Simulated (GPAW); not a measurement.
Crystal: TaTl.

```
CELL_PARAMETERS angstrom
3.62212 0.00000 0.00000
0.00000 3.62212 0.00000
0.00000 0.00000 3.62212
ATOMIC_POSITIONS crystal
Ta 0.00000 0.00000 0.00000
Tl 0.50000 0.50000 0.50000
```

The cell was built by a generator and needn't be a form met in nature.

- Program: GPAW 26.7.0
- Task: relaxation of cell and atoms
- Functional: LDA
- Potentials or basis: the program's PAW data sets (release 1.2.1) made for this functional
- Cutoff: 600 eV
- Basis: pw
- k mesh: 5 × 5 × 5
- Occupations: fermi-dirac, width 0.05 eV
- Spin: no spin polarisation

At the start: pressure -20.3 GPa; volume 23.76 Å³/atom.

Question: How do energy, volume and symmetry change on relaxing?

Answer: Over 6 steps the energy falls by 373.2 meV/atom and the volume is 19.00 Å³/atom (-20.0 %); space group Pm-3m (No. 221, to 0.05 Å).

Step by step:
```csv
step,energy change (eV),largest force (eV/Å),pressure (GPa),volume (Å³)
1,0.0000,0.0000,-20.27,47.52
2,-0.3469,0.0000,-16.91,44.56
3,-0.6407,0.0000,13.29,35.37
4,-0.7420,0.0000,-2.50,38.65
5,-0.7464,0.0000,-0.24,38.07
6,-0.7463,0.0000,0.01,38.01
```

Final structure:
```
Ta Tl
1.0
     3.36221    0.00000    0.00000
     0.00000    3.36221    0.00000
     0.00000    0.00000    3.36221
Ta Tl
1 1
Direct
  0.00000 0.00000 0.00000
  0.50000 0.50000 0.50000
```

Caveat: later steps reuse the first step's grids; the volume moved by over 15 % at a fixed basis, so the end points are rough.
